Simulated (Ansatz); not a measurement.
# TiMoSe4: the cost of one run

Computed with Ansatz 0.2.0 (DFT PBE, scalar-relativistic, plane waves, PAW, unless a step's input says otherwise).

**1. The starting structure**

The structure is cubic, space group F-43m (No. 216). The conventional cell has a = 8.618 Å, b = 8.618 Å, c = 8.618 Å, α = 90.00°, β = 90.00°, γ = 90.00°. Around Ti (site symmetry -43m) lie 12 Se at 3.57 Å and 4 Mo at 3.73 Å. Around Mo (site symmetry -43m) lie 12 Se at 3.57 Å and 4 Ti at 3.73 Å. Around Se (site symmetry 3m) lie 6 Se at 3.05 Å and 3 Mo at 3.57 Å and 3 Ti at 3.57 Å.

As a file:

```
CELL_PARAMETERS angstrom
0.00000 4.30885 4.30885
4.30885 0.00000 4.30885
4.30885 4.30885 0.00000
ATOMIC_POSITIONS crystal
Ti 0.00000 0.00000 0.00000
Mo 0.25000 0.25000 0.25000
Se 0.62499 0.62499 0.12503
Se 0.62499 0.62499 0.62499
Se 0.62499 0.12503 0.62499
Se 0.12503 0.62499 0.62499
```

The cell is invented: species swapped into a database cell of LaYAl4 (F-43m, No. 216), with Mo on the La sites, Ti on the Y sites and Se on the Al sites. Its size is a rough estimate.

**2. Probe: one point on a coarse mesh**

File input.yaml:

```yaml
crystal:
  lattice:
    - [0.0, 4.30885111, 4.30885111]
    - [4.30885111, 0.0, 4.30885111]
    - [4.30885111, 4.30885111, 0.0]
  atoms:
    - { symbol: Ti, position: [0.0, 0.0, 0.0], spin: 1.0 }
    - { symbol: Mo, position: [0.25, 0.25, 0.25], spin: -1.0 }
    - { symbol: Se, position: [0.624989, 0.624989, 0.12503301] }
    - { symbol: Se, position: [0.624989, 0.624989, 0.624989] }
    - { symbol: Se, position: [0.624989, 0.12503301, 0.624989] }
    - { symbol: Se, position: [0.12503301, 0.624989, 0.624989] }
basis:
  ecutwfc: 420
kpoints:
  mp_grid: { grid: [4, 4, 4] }
hamiltonian:
  xc: pbe
scf:
  occupations: { method: gaussian, width: 0.1 }
  lower_state_search: "off"
output:
  forces: true
  stress: true
  eigenvalues: true
  populations: true
magnetization:
  spin_polarized: true
```

On the command line:

```
$ ansatz run input.yaml --threads 1 --pin off --max-ram 2560MiB --backend cpu --events-out ev --progress --plain --runs-dir out
```

**Question.** How long does this run take on 1 thread of Intel Xeon Platinum 8259CL at 2.50GHz (Skylake/Cascade Lake), shared host, and how much memory does it need?

About 42 s, with a peak of 0.51 GiB.
